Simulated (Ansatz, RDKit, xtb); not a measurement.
**Isomers of C4H6BN, a sample narrowed down**

A sample of isomers of C4H6BN is drawn. Aim: find which of them has the lowest free energy at 298.15 K, then its properties. The sample is small against all isomers, and the most stable one of this formula need not be in it.

Plan: many cheap relaxations first (GFN2-xTB), then density-functional screening, relaxation at PBE-D3(BJ)/def2-SVP, vibrations (at GFN2-xTB) and a final energy. The numbers are computed, not measured.

## (1) Candidates

Isomers were taken from a list of plausible structures; this is a sample, not all of them. That gives 3 candidates.

| label | SMILES | spin |
| --- | --- | --- |
| c535 | B[C@@H]1C[C@@H]1C#N | singlet |
| c744 | BC1(C#N)CC1 | singlet |
| c913 | B[C@@H]1C[C@H]1C#N | singlet |

Candidates are built by distance geometry, with a force field where one applies, in up to four conformers (letters a to d).

Q: Predict the outcome of this search (final energies at CCSD(T)/def2-SVP + MP2/def2-TZVPP - MP2/def2-SVP).

| quantity | value |
| --- | --- |
| lowest structure found | BC1(C#N)CC1, singlet |
| next finalist | B[C@@H]1C[C@H]1C#N, singlet, 1.7 kcal/mol higher in G |
| share at equilibrium, among the finalists | 92.7 % |

The lowest structure found is `BC1(C#N)CC1`. The margin, 1.7 kcal/mol, is modest. GFN2-xTB, HF/STO-3G, r2SCAN-D4/def2-SVP, PBE-D3(BJ)/def2-SVP, HF/def2-SVP and MP2/def2-SVP already put its bonding pattern lowest among the structures in one piece. The search is not exhaustive (a finite list of starts, one conformer a finalist), so a lower isomer can't be ruled out. Only 3 drawn patterns were tried, so whole families of isomers are missing, and the result ranks this sample alone.
